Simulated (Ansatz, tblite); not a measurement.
# GaH2(OH) (GaH3O): removing and adding an electron

What does removing or adding an electron cost or gain for GaH2(OH) (GaH3O)? Each charged state is run at several levels.

Method: as each input shows; program: Ansatz 0.2.0, Gaussian basis.

Plan: charge +1 doublet, at the geometry of the singlet (PBE0-D4/def2-TZVP, PBE-D4/def2-TZVP, r2SCAN-D4/def2-TZVP, CCSD(T)/def2-TZVPP); charge -1 doublet, at the geometry of the singlet (PBE0-D4/def2-TZVPD, PBE-D4/def2-TZVPD, r2SCAN-D4/def2-TZVPD, CCSD(T)/def2-TZVPD); the starting singlet's energies come from earlier runs.

### Step 1. The structure

The singlet was relaxed beforehand with r2SCAN-D4/def2-TZVP.

5 atoms, charge 0, spin multiplicity 1.

Atoms are counted from 1 here; the program's logs count them from 0.

Bond lengths: Ga1–H2 1.548 Å, Ga1–H3 1.558 Å, Ga1–O4 1.789 Å, O4–H5 0.963 Å. Angles: H2–Ga1–H3 129.3°, H2–Ga1–O4 113.3°, H3–Ga1–O4 117.4°, Ga1–O4–H5 113.5°.

### Step 2. Charge +1 doublet at the fixed geometry, PBE0-D4/def2-TZVP

Contents of in.yaml:

```yaml
crystal:
  periodic: [false, false, false]
  atoms:
    - {symbol: Ga, position_ang: [0.343726, 0.421171, -0.101923]}
    - {symbol: H, position_ang: [1.885805, 0.467285, -0.227020]}
    - {symbol: H, position_ang: [-0.692058, 1.577583, -0.232031]}
    - {symbol: O, position_ang: [-0.289306, -1.216561, 0.241593]}
    - {symbol: H, position_ang: [-1.248167, -1.249478, 0.319381]}
basis:
  gaussian: {orbitals: def2-TZVP}
total_charge: 1
magnetization: {spin_polarized: true, initial_magnetization: 1}
hamiltonian: {xc: pbe0, dispersion: d4}
output: {orbitals: {seedname: orbitals}}
```

Run with:

```console
ansatz run in.yaml --threads 4 --pin off --events-out ev --progress --plain --max-ram 3916MiB
```

The program printed:

```text
Functional definition: PBE0
  name "PBE0"
  cite "Adamo & Barone, J. Chem. Phys. 110, 6158 (1999) doi:10.1063/1.478522"
  cite "Perdew, Burke & Ernzerhof, Phys. Rev. Lett. 77, 3865 (1996) doi:10.1103/PhysRevLett.77.3865"
  parent pbe
  parameter a = 0.25
  parameter kappa = 0.804
  parameter beta = 0.06672455060314922
  exchange = (1 - a)*pbe_x(kappa = kappa, mu = beta*pi^2/3) + a*exact_x
  correlation = pbe_c(beta = beta)
696 factors; their error is unknown
mean field evaluation 1: about -54435.3723 eV, gradient 7.6e1 eV
mean field evaluation 2: about -54263.5956 eV, gradient 1.5e2 eV
mean field evaluation 4: about -54454.5957 eV, gradient 5.5e0 eV
mean field evaluation 8: about -54454.8010 eV, gradient 5.1e-1 eV
mean field evaluation 16: about -54454.9976 eV, gradient 1.5e-3 eV
mean field evaluation 32: about -54454.4119 eV, gradient 9.5e0 eV
mean field -54454.99757684 eV, -2001.1842500257 hartree, gradient 9.4e-6 eV, S^2 0.766346; 4 other end points of the search recorded, 0 dependent functions left out
reference -54454.99760348 eV, -2001.1842510048 hartree; 21, 20 occupied and 76, 77 virtual orbitals, 696 factors
Total energy: -54455.03108111 eV, -2001.1854812852 hartree
```

Wall time 2.7 s (4 threads of Arm Neoverse V2, shared host).

HOMO -15.76 eV, LUMO -13.40 eV (over both spins); ⟨S²⟩ 0.766 (pure: 0.75).

### Step 3. Charge +1 doublet at the fixed geometry, PBE-D4/def2-TZVP

start.molden holds the orbitals of an earlier run on this state, given as this run's starting guess.

in.yaml: that of step 2 with these lines changed.

```diff
@@ -9,6 +9,7 @@
 basis:
-  gaussian: {orbitals: def2-TZVP}
+  gaussian: {orbitals: def2-TZVP, initial_orbitals: start.molden}
 total_charge: 1
 magnetization: {spin_polarized: true, initial_magnetization: 1}
-hamiltonian: {xc: pbe0, dispersion: d4}
+hamiltonian: {xc: pbe, dispersion: d4}
+scf: {omitted_lower_state_checks: [starts]}
 output: {orbitals: {seedname: orbitals}}
```

The command is unchanged.

The program printed:

```text
Functional definition: PBE
  name "PBE"
  cite "Perdew, Burke & Ernzerhof, Phys. Rev. Lett. 77, 3865 (1996) doi:10.1103/PhysRevLett.77.3865"
  parent pbe
  parameter kappa = 0.804
  parameter beta = 0.06672455060314922
  exchange = pbe_x(kappa = kappa, mu = beta*pi^2/3)
  correlation = pbe_c(beta = beta)
these checks for a lower state are left out or cut short: starts
651 factors; their error is unknown
mean field evaluation 1: about -54454.1478 eV, gradient 6.5e0 eV
mean field evaluation 2: about -54454.2470 eV, gradient 1.7e-1 eV
mean field evaluation 4: about -54454.2359 eV, gradient 4.9e-3 eV
mean field evaluation 8: about -54454.2359 eV, gradient 8.9e-6 eV
mean field -54454.23591432 eV, -2001.1562594446 hartree, gradient 9.2e-6 eV, S^2 0.756587; 0 other end points of the search recorded, 0 dependent functions left out
reference -54454.23594988 eV, -2001.1562607514 hartree; 21, 20 occupied and 76, 77 virtual orbitals, 651 factors
Total energy: -54454.27637913 eV, -2001.1577464988 hartree
Checks for a lower state left out: starts
```

Wall time 1.6 s (4 threads of Arm Neoverse V2, shared host).

From the report: HOMO -14.35 eV, LUMO -14.15 eV (over both spins); ⟨S²⟩ 0.757 (pure: 0.75).

### Step 4. Charge +1 doublet at the fixed geometry, r2SCAN-D4/def2-TZVP

in.yaml: that of step 3 with these lines changed.

```diff
@@ -12,3 +12,3 @@
 magnetization: {spin_polarized: true, initial_magnetization: 1}
-hamiltonian: {xc: pbe, dispersion: d4}
+hamiltonian: {xc: r2scan, dispersion: d4}
 scf: {omitted_lower_state_checks: [starts]}
```

The command is unchanged.

The program printed:

```text
Functional definition: r2SCAN
  name "r2SCAN"
  cite "Furness, Kaplan, Ning, Perdew & Sun, J. Phys. Chem. Lett. 11, 8208 (2020) doi:10.1021/acs.jpclett.0c02405"
  cite "Furness, Kaplan, Ning, Perdew & Sun, J. Phys. Chem. Lett. 11, 9248 (2020) doi:10.1021/acs.jpclett.0c03077"
  parent r2scan
  parameter k0 = 0.174
  parameter k1 = 0.065
  parameter a1 = 4.9479
  exchange = r2scan_x(k0 = k0, k1 = k1, a1 = a1)
  correlation = r2scan_c
these checks for a lower state are left out or cut short: starts
651 factors; their error is unknown
mean field evaluation 1: about -54463.0127 eV, gradient 4.1e0 eV
mean field evaluation 2: about -54463.0411 eV, gradient 5.1e-2 eV
mean field evaluation 4: about -54463.0250 eV, gradient 8.4e-4 eV
mean field evaluation 8: about -54463.0250 eV, gradient 5.3e-5 eV
mean field -54463.02498704 eV, -2001.4792519094 hartree, gradient 8.2e-6 eV, S^2 0.765146; 0 other end points of the search recorded, 0 dependent functions left out
reference -54463.02499979 eV, -2001.4792523781 hartree; 21, 20 occupied and 76, 77 virtual orbitals, 651 factors
Total energy: -54463.03365974 eV, -2001.4795706255 hartree
Checks for a lower state left out: starts
```

It took 3.9 s on 4 threads of Arm Neoverse V2, shared host.

HOMO -14.75 eV, LUMO -14.08 eV (over both spins); ⟨S²⟩ 0.765 (pure: 0.75).

### Step 5. Charge +1 doublet at the fixed geometry, CCSD(T)/def2-TZVPP

in.yaml: that of step 4 with these lines changed.

```diff
@@ -9,7 +9,7 @@
 basis:
-  gaussian: {orbitals: def2-TZVP, initial_orbitals: start.molden}
+  gaussian: {orbitals: def2-TZVPP, initial_orbitals: start.molden}
 total_charge: 1
 magnetization: {spin_polarized: true, initial_magnetization: 1}
-hamiltonian: {xc: r2scan, dispersion: d4}
-scf: {omitted_lower_state_checks: [starts]}
+correlation: {method: ccsd_t}
+scf: {omitted_lower_state_checks: [starts, cluster_reference]}
 output: {orbitals: {seedname: orbitals}}
```

The command is unchanged.

The program printed, cut to the lines that bear on the results:

```text
Functional definition: HF
  name "HF"
  cite "Fock, Z. Phys. 61, 126 (1930) doi:10.1007/BF01340294"
  parent pbe
[...]
749 factors; integrals over basis functions are off by at most 1.1e-3 eV
[...]
mean field -54410.41910181 eV, -1999.5460212849 hartree, gradient 6.5e-6 eV, S^2 0.756443; 0 other end points of the search recorded, 0 dependent functions left out
10 core orbitals not correlated: weight in the atoms' cores, before any rotation towards them, 1.000 or more for the frozen orbitals, at most 0.000 for the correlated occupied ones
reference -54410.41910181 eV, -1999.5460212849 hartree; 11, 10 occupied and 100, 101 virtual orbitals, 749 factors
second order -11.12321646 eV of doubles, -0.00000000 eV of singles
cycle   1  -11.21515181 eV  change   -9.2e-2 eV  update   8.2e-2
[...]
cycle  24  -11.66627698 eV  change    9.2e-6 eV  update   2.1e-5
perturbative correction -0.34916970 eV, -0.0128317497 hartree
Total energy: -54422.43454849 eV, -1999.9875808059 hartree
Checks for a lower state left out: starts, cluster_reference
```

Run time: 25 s. Hardware: 4 threads of Arm Neoverse V2, shared host; peak memory 1.1 GiB.

From the report: Hartree-Fock HOMO -17.64 eV, LUMO -7.67 eV (over both spins); ⟨S²⟩ 0.756 (pure: 0.75); T1 0.013.

### Step 6. Vertical ionisation energy

Charged state less starting state, singlet to doublet; the starting state's energies are those of its earlier runs.

Differences are taken before rounding.

```csv
method,vertical ionisation energy (eV),from CCSD(T)/def2-TZVPP (eV),time
HF/def2-TZVPP,9.81,-1.77,
PBE-D4/def2-TZVP,10.69,-0.89,2 s
r2SCAN-D4/def2-TZVP,10.84,-0.75,4.9 s
PBE0-D4/def2-TZVP,11.01,-0.58,3.5 s
MP2/def2-TZVPP,11.83,+0.24,
CCSD/def2-TZVPP,11.45,-0.13,
CCSD(T)/def2-TZVPP,11.59,0,29 s
```

Times add the two runs; a level without a time comes out of a correlated run.

Beside −ε(HOMO) of the starting state:

```
              level  −ε(HOMO) (eV)  by difference (eV)  mismatch (eV)
   PBE-D4/def2-TZVP           7.18               10.69          -3.51
r2SCAN-D4/def2-TZVP           7.52               10.84          -3.32
  PBE0-D4/def2-TZVP           8.57               11.01          -2.44
```

### Step 7. Charge -1 doublet at the fixed geometry, PBE0-D4/def2-TZVPD

in.yaml: that of step 5 with these lines changed.

```diff
@@ -9,7 +9,6 @@
 basis:
-  gaussian: {orbitals: def2-TZVPP, initial_orbitals: start.molden}
-total_charge: 1
+  gaussian: {orbitals: def2-TZVPD}
+total_charge: -1
 magnetization: {spin_polarized: true, initial_magnetization: 1}
-correlation: {method: ccsd_t}
-scf: {omitted_lower_state_checks: [starts, cluster_reference]}
+hamiltonian: {xc: pbe0, dispersion: d4}
 output: {orbitals: {seedname: orbitals}}
```

Same command.

The program printed:

```text
Functional definition: PBE0
  name "PBE0"
  cite "Adamo & Barone, J. Chem. Phys. 110, 6158 (1999) doi:10.1063/1.478522"
  cite "Perdew, Burke & Ernzerhof, Phys. Rev. Lett. 77, 3865 (1996) doi:10.1103/PhysRevLett.77.3865"
  parent pbe
  parameter a = 0.25
  parameter kappa = 0.804
  parameter beta = 0.06672455060314922
  exchange = (1 - a)*pbe_x(kappa = kappa, mu = beta*pi^2/3) + a*exact_x
  correlation = pbe_c(beta = beta)
761 factors; their error is unknown
mean field evaluation 1: about -54464.1821 eV, gradient 2.1e1 eV
mean field evaluation 2: about -54463.8580 eV, gradient 2.8e1 eV
mean field evaluation 4: about -54465.4489 eV, gradient 1.6e0 eV
mean field evaluation 8: about -54465.6347 eV, gradient 3.2e-2 eV
mean field evaluation 16: about -54465.6347 eV, gradient 4.8e-5 eV
mean field evaluation 32: about -54465.4712 eV, gradient 1.1e0 eV
mean field -54465.63474963 eV, -2001.5751589157 hartree, gradient 2.7e-5 eV, S^2 0.753980; 5 other end points of the search recorded, 0 dependent functions left out
reference -54465.63478554 eV, -2001.5751602353 hartree; 22, 21 occupied and 99, 100 virtual orbitals, 761 factors
Total energy: -54465.70327642 eV, -2001.5776772288 hartree
```

Run time: 2.8 s. Hardware: 4 threads of Arm Neoverse V2, shared host.

Report: HOMO 2.14 eV, LUMO 3.68 eV (over both spins); ⟨S²⟩ 0.754 (pure: 0.75). Doubts: highest occupied level lies above zero.

### Step 8. Charge -1 doublet at the fixed geometry, PBE-D4/def2-TZVPD

in.yaml: that of step 7 with these lines changed.

```diff
@@ -9,6 +9,7 @@
 basis:
-  gaussian: {orbitals: def2-TZVPD}
+  gaussian: {orbitals: def2-TZVPD, initial_orbitals: start.molden}
 total_charge: -1
 magnetization: {spin_polarized: true, initial_magnetization: 1}
-hamiltonian: {xc: pbe0, dispersion: d4}
+hamiltonian: {xc: pbe, dispersion: d4}
+scf: {omitted_lower_state_checks: [starts]}
 output: {orbitals: {seedname: orbitals}}
```

Same command.

The program printed:

```text
Functional definition: PBE
  name "PBE"
  cite "Perdew, Burke & Ernzerhof, Phys. Rev. Lett. 77, 3865 (1996) doi:10.1103/PhysRevLett.77.3865"
  parent pbe
  parameter kappa = 0.804
  parameter beta = 0.06672455060314922
  exchange = pbe_x(kappa = kappa, mu = beta*pi^2/3)
  correlation = pbe_c(beta = beta)
these checks for a lower state are left out or cut short: starts
713 factors; their error is unknown
mean field evaluation 1: about -54464.5046 eV, gradient 6.6e0 eV
mean field evaluation 2: about -54464.5951 eV, gradient 1.1e-1 eV
mean field evaluation 4: about -54464.5757 eV, gradient 4.7e-4 eV
mean field evaluation 8: about -54464.5757 eV, gradient 1.5e-5 eV
mean field -54464.57566837 eV, -2001.5362383974 hartree, gradient 1.4e-5 eV, S^2 0.752503; 0 other end points of the search recorded, 0 dependent functions left out
reference -54464.57571567 eV, -2001.5362401355 hartree; 22, 21 occupied and 99, 100 virtual orbitals, 713 factors
Total energy: -54464.65814768 eV, -2001.5392694561 hartree
Checks for a lower state left out: starts
```

Wall time 1.6 s (4 threads of Arm Neoverse V2, shared host).

Report: HOMO 2.80 eV, LUMO 3.19 eV (over both spins); ⟨S²⟩ 0.753 (pure: 0.75). Doubts: highest occupied level lies above zero.

### Step 9. Charge -1 doublet at the fixed geometry, r2SCAN-D4/def2-TZVPD

in.yaml: that of step 8 with these lines changed.

```diff
@@ -12,3 +12,3 @@
 magnetization: {spin_polarized: true, initial_magnetization: 1}
-hamiltonian: {xc: pbe, dispersion: d4}
+hamiltonian: {xc: r2scan, dispersion: d4}
 scf: {omitted_lower_state_checks: [starts]}
```

Launched as before.

The program printed:

```text
Functional definition: r2SCAN
  name "r2SCAN"
  cite "Furness, Kaplan, Ning, Perdew & Sun, J. Phys. Chem. Lett. 11, 8208 (2020) doi:10.1021/acs.jpclett.0c02405"
  cite "Furness, Kaplan, Ning, Perdew & Sun, J. Phys. Chem. Lett. 11, 9248 (2020) doi:10.1021/acs.jpclett.0c03077"
  parent r2scan
  parameter k0 = 0.174
  parameter k1 = 0.065
  parameter a1 = 4.9479
  exchange = r2scan_x(k0 = k0, k1 = k1, a1 = a1)
  correlation = r2scan_c
these checks for a lower state are left out or cut short: starts
713 factors; their error is unknown
mean field evaluation 1: about -54473.5845 eV, gradient 4.1e0 eV
mean field evaluation 2: about -54473.6134 eV, gradient 4.6e-2 eV
mean field evaluation 4: about -54473.5905 eV, gradient 1.8e-4 eV
mean field -54473.59047436 eV, -2001.8675264070 hartree, gradient 2.6e-5 eV, S^2 0.756718; 0 other end points of the search recorded, 0 dependent functions left out
reference -54473.59049628 eV, -2001.8675272124 hartree; 22, 21 occupied and 99, 100 virtual orbitals, 713 factors
Total energy: -54473.60913690 eV, -2001.8682122428 hartree
Checks for a lower state left out: starts
```

Wall time 3 s (4 threads of Arm Neoverse V2, shared host).

Report: HOMO 2.62 eV, LUMO 3.74 eV (over both spins); ⟨S²⟩ 0.757 (pure: 0.75). Doubts: highest occupied level lies above zero.

### Step 10. Charge -1 doublet at the fixed geometry, CCSD(T)/def2-TZVPD

in.yaml: that of step 9 with these lines changed.

```diff
@@ -12,4 +12,4 @@
 magnetization: {spin_polarized: true, initial_magnetization: 1}
-hamiltonian: {xc: r2scan, dispersion: d4}
-scf: {omitted_lower_state_checks: [starts]}
+correlation: {method: ccsd_t}
+scf: {omitted_lower_state_checks: [starts, cluster_reference]}
 output: {orbitals: {seedname: orbitals}}
```

Same command.

The program printed, cut to the lines that bear on the results:

```text
Functional definition: HF
  name "HF"
  cite "Fock, Z. Phys. 61, 126 (1930) doi:10.1007/BF01340294"
  parent pbe
[...]
820 factors; integrals over basis functions are off by at most 1.2e-3 eV
[...]
mean field -54419.20842408 eV, -1999.8690229207 hartree, gradient 1.9e-6 eV, S^2 0.764754; 0 other end points of the search recorded, 0 dependent functions left out
10 core orbitals not correlated: weight in the atoms' cores, before any rotation towards them, 1.000 or more for the frozen orbitals, at most 0.000 for the correlated occupied ones
reference -54419.20842408 eV, -1999.8690229207 hartree; 12, 11 occupied and 99, 100 virtual orbitals, 820 factors
second order -13.38885062 eV of doubles, -0.00000000 eV of singles
cycle   1  -13.06852791 eV  change    3.2e-1 eV  update   1.1e-1
[...]
cycle  10  -13.62983230 eV  change    2.9e-6 eV  update   2.1e-5
perturbative correction -0.51956971 eV, -0.0190938347 hartree
Total energy: -54433.35782609 eV, -2000.3890038537 hartree
Checks for a lower state left out: starts, cluster_reference
```

Run time: 19 s. Hardware: 4 threads of Arm Neoverse V2, shared host; peak memory 1.2 GiB.

From the report: Hartree-Fock HOMO 0.68 eV, LUMO 4.89 eV (over both spins); ⟨S²⟩ 0.765 (pure: 0.75); T1 0.016. Doubts: highest occupied level lies above zero.

### Step 11. Vertical electron affinity

Starting state less charged state (positive: the electron is bound), singlet to doublet; the starting state's energies are those of its earlier runs.

Differences are taken before rounding.

| method | vertical electron affinity (eV) | from CCSD(T)/def2-TZVPD (eV) | time |
| --- | --- | --- | --- |
| HF/def2-TZVPD | -1.02 | -0.47 |  |
| PBE-D4/def2-TZVPD | -0.38 | +0.17 | 2.3 s |
| r2SCAN-D4/def2-TZVPD | -0.32 | +0.23 | 4.4 s |
| PBE0-D4/def2-TZVPD | -0.40 | +0.15 | 3.6 s |
| MP2/def2-TZVPD | -0.64 | -0.09 |  |
| CCSD/def2-TZVPD | -0.58 | -0.04 |  |
| CCSD(T)/def2-TZVPD | -0.55 | 0 | 24 s |

Times add the two runs; a level without a time comes out of a correlated run.

Beside −ε(LUMO) of the starting state:

```
               level  −ε(LUMO) (eV)  by difference (eV)  mismatch (eV)
   PBE-D4/def2-TZVPD           2.03               -0.38          +2.41
r2SCAN-D4/def2-TZVPD           1.69               -0.32          +2.01
  PBE0-D4/def2-TZVPD           1.24               -0.40          +1.63
```

### Step 12. Outcome

```
                                             quantity                                    value
 vertical ionisation energy, functionals in def2-TZVP     10.69 (PBE-D4) to 11.01 eV (PBE0-D4)
       vertical ionisation energy, CCSD(T)/def2-TZVPP                                 11.59 eV
vertical electron affinity, functionals in def2-TZVPD  -0.40 (PBE0-D4) to -0.32 eV (r2SCAN-D4)
       vertical electron affinity, CCSD(T)/def2-TZVPD                                 -0.55 eV
```

**Reading.** The vertical ionisation energy spans 10.69 to 11.01 eV over the functionals, beside 11.59 eV from CCSD(T)/def2-TZVPP. −ε(HOMO) misses the level's own difference by -2.44 eV at best (PBE0-D4) and -3.51 eV at worst (PBE-D4). CCSD(T)/def2-TZVPP isn't at the basis-set limit; small misses against it rank nothing. The vertical electron affinity spans -0.40 to -0.32 eV over the functionals, beside -0.55 eV from CCSD(T)/def2-TZVPD. A negative affinity means an unbound electron, held by the basis alone. −ε(LUMO) misses the level's own difference by +1.63 eV at best (PBE0-D4) and +2.41 eV at worst (PBE-D4).
